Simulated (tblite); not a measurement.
# C4H9NO3Si: the cost of one run

The runs use tblite 0.8.0 and PySCF 2.14.0, with density-fitted response routines of our own; the level of theory stands in each step. All values are computed, except where a source is named. Atoms count from 0, in the outputs and in this text.

## (1) The molecule as given

18 atoms, charge 0, multiplicity 1; geometry from: force field or distance geometry start.

Bonds of the start (Å): N0–C1 1.37, C1–O2 1.22, C1–Si3 1.88, Si3–C4 1.85, C4–C5 1.56, C5–C6 1.53, C6–O7 1.43, C5–O8 1.48, O8–Si3 1.67, N0–H9 1.02, N0–H10 1.00, Si3–H11 1.50, C4–H12 1.09, C4–H13 1.09, C5–H14 1.11, C6–H15 1.10, C6–H16 1.09, O7–H17 0.97.

## (2) Optimising the geometry with GFN2-xTB

Job settings and geometry (Å):

```
{"job": {"kind": "relax", "xc": "GFN2-xTB", "basis": "xTB"}, "charge": 0, "multiplicity": 1}
N      3.026200     0.863100     0.183200
C      2.470900    -0.224000    -0.445600
O      3.007200    -0.755400    -1.408100
Si     0.853700    -0.961600     0.180300
C     -0.606000    -0.867800    -0.947400
C     -0.929400     0.436300    -0.163200
C     -2.386900     0.658500     0.232600
O     -2.811700    -0.382400     1.112900
O     -0.103200     0.124300     1.020300
H      2.583700     1.313100     0.988700
H      3.884000     1.238500    -0.176700
H      0.956800    -2.228000     0.978700
H     -0.392800    -0.713700    -2.004400
H     -1.327100    -1.675200    -0.842400
H     -0.553700     1.354600    -0.659300
H     -2.508500     1.609000     0.774900
H     -3.034500     0.668600    -0.641700
H     -2.137600    -0.451500     1.805400
```

Command:

```sh
> OMP_NUM_THREADS=1 python probes_run.py task.json out
```

The driver reads the jobs from task.json and runs them one after another.

**Question.** How long does this first job take on 1 thread of Intel Xeon at 2.50GHz, shared host?

About 3.6 s.
